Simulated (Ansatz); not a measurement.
Predict the output of the script below (the Python package of Ansatz (0.2.0)).

The script, `c2h8site_tae.py`:
```python
"""Atomisation energy of C2H8SiTe at the given geometry."""

from collections import Counter

import ansatz as az

config = {
    "basis": "def2-TZVP",
    "level": "MP2",
}


def energy_of(molecule, charge=0, unpaired=0):
    calc = molecule.calculation().basis(gaussian=config["basis"]).correlation(config["level"])
    if charge:
        calc = calc.charge(charge)
    if unpaired:
        calc = calc.spin("collinear", total=unpaired)
    report = calc.run().report
    if report["published_state_doubts"]:
        print("  doubts:", report["published_state_doubts"])
    return report["free_energy_ev"]

GEOMETRY = """
C    -0.20660    2.02740    0.76530
C    -0.25200    0.57620    0.46910
Te    0.84120    0.16950   -1.32750
Si    0.49000   -2.25180   -1.06450
H     0.78610    2.42940    0.87840
H    -0.83750    2.29070    1.67560
H    -0.69540    2.61980   -0.08960
H    -1.25170    0.23660    0.32840
H     0.21780    0.05580    1.36520
H     1.05340   -2.99870   -2.13950
H     0.94920   -2.72880    0.24430
H    -1.01750   -2.48120   -1.07110
"""

geometry = az.Crystal.molecule()
for line in GEOMETRY.strip().splitlines():
    symbol, *xyz = line.split()
    geometry = geometry.atom(symbol, [float(v) for v in xyz])

# Hund ground states
unpaired = {"C": 2, "Te": 2, "Si": 2, "H": 1}
counts = Counter(site.symbol for site in geometry.cartesian_sites)
atom_energy = {s: energy_of(az.Crystal.molecule().atom(s, (0, 0, 0)), 0, unpaired[s]) for s in counts}
whole = energy_of(geometry, 0, 0)
for s, e in atom_energy.items():
    print(f"{s:2s} x{counts[s]}  {e:14.5f} eV")
print(f"C2H8SiTe: {whole:.5f} eV")
split = sum(counts[s] * e for s, e in atom_energy.items()) - whole
print(f"atomisation energy (no zero-point term): {96.485332 * split:.1f} kJ/mol, {split / sum(counts.values()):.3f} eV an atom")
```

```console
$ python c2h8site_tae.py
C  x2     -1027.46354 eV
Te x1     -7276.75268 eV
Si x1     -7861.52477 eV
H  x8       -13.60052 eV
C2H8SiTe: -17341.73121 eV
atomisation energy (no zero-point term): 3832.6 kJ/mol, 3.310 eV an atom
```

3832.6 kJ/mol from the electronic energies, without the zero-point term.

What to keep in mind:
- Total energies depend on the basis set; only differences at equal settings carry meaning.
- The geometry is a force-field or estimated start, not a minimum of this method, and the basis set is short of its limit. All parts are taken at fixed geometry, without zero-point energy.
- def2 sets replace the cores of elements past krypton by effective core potentials.
- The spin-orbit lowering of heavy atoms is left out.
- Run time: 5.4 s on 1 thread of Intel(R) Xeon(R) Platinum 8559C (Emerald Rapids), with other jobs on the host, peak memory 0.51 GiB.
